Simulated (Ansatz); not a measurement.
# CH5GeN: functionals against CCSD(T) at one geometry

How do the functionals fare away from a minimum? The structure is a structure displaced at random from a GFN2-xTB minimum.

The runs use Ansatz 0.2.0, Gaussian basis; single points in def2-TZVPP.

Correlated methods freeze the cores. Filled d shells of the heavier atoms are correlated.

## 1. The starting structure

SMILES `C=[N][GeH3]`, 8 atoms, charge 0, spin multiplicity 1.

Atoms are counted from 1 here; the program's logs count them from 0.

Bond lengths: C1–N2 1.391 Å, C1–H4 1.224 Å, C1–H5 1.096 Å, N2–Ge3 1.942 Å, Ge3–H6 1.380 Å, Ge3–H7 1.321 Å, Ge3–H8 1.492 Å. Angles: N2–C1–H4 127.0°, N2–C1–H5 112.0°, H4–C1–H5 119.8°, C1–N2–Ge3 124.3°, N2–Ge3–H6 102.9°, N2–Ge3–H7 99.0°, N2–Ge3–H8 115.0°, H6–Ge3–H7 111.3°, H6–Ge3–H8 113.5°, H7–Ge3–H8 113.8°.

Geometry (Å):

```xyz
8
charge 0, multiplicity 1
C    -0.5777    1.1689   -0.9668
N     0.5023    0.3537   -0.6439
Ge    0.5175   -0.9064    0.8334
H    -1.7416    1.0225   -0.6161
H    -0.3354    1.8714   -1.7728
H     0.2995   -0.0975    1.9302
H     1.7793   -1.2903    0.7632
H    -0.4607   -2.0263    0.7157
```

## 2. CCSD(T)/def2-TZVPP

run/in.yaml

```yaml
crystal:
  periodic: [false, false, false]
  atoms:
    - {symbol: C, position_ang: [-0.577700, 1.168900, -0.966800]}
    - {symbol: N, position_ang: [0.502300, 0.353700, -0.643900]}
    - {symbol: Ge, position_ang: [0.517500, -0.906400, 0.833400]}
    - {symbol: H, position_ang: [-1.741600, 1.022500, -0.616100]}
    - {symbol: H, position_ang: [-0.335400, 1.871400, -1.772800]}
    - {symbol: H, position_ang: [0.299500, -0.097500, 1.930200]}
    - {symbol: H, position_ang: [1.779300, -1.290300, 0.763200]}
    - {symbol: H, position_ang: [-0.460700, -2.026300, 0.715700]}
basis:
  gaussian: {orbitals: def2-TZVPP}
correlation: {method: ccsd_t}
output: {forces: true}
```

The command line of these runs was not kept.

## 3. PBE0-D4/def2-TZVPP

run/in.yaml, as its differences from that of step 2:

```diff
@@ -13,3 +13,3 @@
   gaussian: {orbitals: def2-TZVPP}
-correlation: {method: ccsd_t}
-output: {forces: true}
+hamiltonian: {xc: pbe0, dispersion: d4}
+output: {forces: true, orbitals: {seedname: orbitals}}
```

## 4. wB97M-V/def2-TZVPP

run/in.yaml, as its differences from that of step 3:

```diff
@@ -13,3 +13,3 @@
   gaussian: {orbitals: def2-TZVPP}
-hamiltonian: {xc: pbe0, dispersion: d4}
-output: {forces: true, orbitals: {seedname: orbitals}}
+hamiltonian: {xc: {name: wB97M-V}}
+output: {forces: true}
```

## 5. r2SCAN-D4/def2-TZVPP

run/in.yaml, as its differences from that of step 4:

```diff
@@ -13,3 +13,3 @@
   gaussian: {orbitals: def2-TZVPP}
-hamiltonian: {xc: {name: wB97M-V}}
+hamiltonian: {xc: r2scan, dispersion: d4}
 output: {forces: true}
```

## 6. PBE-D4/def2-TZVPP

run/in.yaml, as its differences from that of step 5:

```diff
@@ -13,3 +13,3 @@
   gaussian: {orbitals: def2-TZVPP}
-hamiltonian: {xc: r2scan, dispersion: d4}
+hamiltonian: {xc: pbe, dispersion: d4}
 output: {forces: true}
```

## 7. BHLYP-D4/def2-TZVPP

run/in.yaml, as its differences from that of step 6:

```diff
@@ -13,3 +13,3 @@
   gaussian: {orbitals: def2-TZVPP}
-hamiltonian: {xc: pbe, dispersion: d4}
+hamiltonian: {xc: {name: BHLYP}, dispersion: d4}
 output: {forces: true}
```

## 8. LC-wPBE/def2-TZVPP

run/in.yaml, as its differences from that of step 7:

```diff
@@ -13,3 +13,3 @@
   gaussian: {orbitals: def2-TZVPP}
-hamiltonian: {xc: {name: BHLYP}, dispersion: d4}
+hamiltonian: {xc: {name: LC-wPBE}}
 output: {forces: true}
```

(Steps that only read results are left out.)

Before running it: what results should come out? Wanted: energy less free atoms, CCSD(T)/def2-TZVPP; RMS force component; RMS force error; HOMO and LUMO, PBE0-D4; T1 diagnostic.

As calculated:

| quantity | value |
| --- | --- |
| energy less free atoms, CCSD(T)/def2-TZVPP | -570.4 kcal/mol |
| RMS force component | 2.346 to 2.694 eV/Å over the methods |
| RMS force error | PBE0-D4 0.333, wB97M-V 0.327, r2SCAN-D4 0.222, PBE-D4 0.189, BHLYP-D4 0.505, LC-wPBE 0.451 eV/Å |
| HOMO and LUMO, PBE0-D4 | -6.90 and -1.31 eV |
| T1 diagnostic | 0.014 |

**Reading.** Against CCSD(T) the functionals' energies less atoms differ by -22.5 to +11.5 kcal/mol, PBE-D4 by -22.5 kcal/mol. CCSD(T) in triple zeta still lacks some correlation energy of the bonds, so part of these gaps is its own basis error and they don't rank the functionals. On forces the order runs from PBE-D4 to BHLYP-D4. Frozen-core CCSD(T) forces in triple zeta carry basis errors of their own, and this is one geometry, so small gaps rank nothing. The restricted Hartree–Fock reference is unstable towards an unrestricted one at one or more of these structures.
